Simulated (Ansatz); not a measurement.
# Co (P6_3/mmc): equation of state

The task here is to estimate one member of a computed series from the others.

Computed with Ansatz 0.2.0 (DFT PBE, scalar-relativistic, plane waves, PAW, unless a step's input says otherwise).

## The system as given

The structure is hexagonal, space group P6_3/mmc (No. 194). The conventional cell has a = 2.494 Å, b = 2.494 Å, c = 4.030 Å, α = 90.00°, β = 90.00°, γ = 120.00°. Co (site symmetry -6m2) has 12 Co at 2.48 to 2.49 Å as nearest neighbours.

As a file:

```cif
data_structure
_symmetry_space_group_name_H-M 'P 1'
_symmetry_Int_Tables_number 1
_cell_length_a 2.4937
_cell_length_b 2.4937
_cell_length_c 4.0301
_cell_angle_alpha 90.000
_cell_angle_beta 90.000
_cell_angle_gamma 120.000
_cell_volume 21.70
loop_
_atom_site_label
_atom_site_type_symbol
_atom_site_fract_x
_atom_site_fract_y
_atom_site_fract_z
_atom_site_occupancy
Co1 Co 0.33333 0.66667 0.25000 1
Co2 Co 0.66667 0.33333 0.75000 1
```

An earlier run at PBE left this cell at 10.852 Å³/atom and -0.02 GPa (20×20×12 mesh).

Volume factors to run: 0.980, 1.020, 0.960, 1.040.

Set-up of the first run:

File input.yaml:

```yaml
crystal:
  lattice:
    - [2.4769763332, 0.0, 0.0]
    - [-1.2384881666, 2.1451244291, 0.0]
    - [0.0, 0.0, 4.0030417877]
  atoms:
    - { symbol: Co, position: [0.3333333333, 0.6666666667, 0.25], spin: 1.85 }
    - { symbol: Co, position: [0.6666666667, 0.3333333333, 0.75], spin: 1.85 }
basis:
  ecutwfc: 420
  ecutrho_ratio: 4
kpoints:
  mp_grid: { grid: [20, 20, 12] }
hamiltonian:
  xc: pbe
scf:
  occupations: { method: gaussian, width: 0.05 }
output:
  forces: true
  stress: true
  eigenvalues: true
  populations: true
magnetization:
  spin_polarized: true
relax:
  f_tol: 0.01
  max_steps: 40
  cell: { stress_tol: 0.1, fix: [volume] }
```

Run with:

```sh
$ ansatz run input.yaml --threads 1 --pin off --max-ram 2560MiB --backend cpu --events-out ev --progress --plain --runs-dir out
```

Among the steps run: Scaling the volume by 0.980; Volume × 1.020; At 0.960 of the relaxed volume; Scaling the volume by 1.040.

One of the session's tables, all rows but one given; the rest of the session is left out.

```
volume (Å³/atom)  energy (meV/atom)  pressure (GPa)  moment of atom 1 (μB)
          10.418              12.63            9.76                   1.65
          10.635                  ?               ?                      ?
          10.852               0.00           -0.02                   1.68
          11.069               2.88           -4.12                   1.70
          11.286              11.02           -7.80                   1.71
```

Estimate the missing values for volume (Å³/atom) = 10.635.

Worked estimate for «energy (meV/atom)». A straight line through the neighbours (10.418, 12.63) and (10.852, 0.00) gives 12.63 + (0.00 − 12.63) × (10.635 − 10.418) / (10.852 − 10.418) = 6.32; a parabola fitted to 3 rows on both sides gives 3.25.

As computed: energy (meV/atom): 2.99; pressure (GPa): 4.60; moment of atom 1 (μB): 1.67. In «energy (meV/atom)» the line misses by +3.33 and the parabola by +0.26.

volume (Å³/atom), energy (meV/atom) and a bar:
```
    10.42       12.6 ##############################
    10.63        3.0 #######
    10.85        0.0 
    11.07        2.9 #######
    11.29       11.0 ##########################
```

Caveats from the session: Warnings in the runs' records: stability check not made.
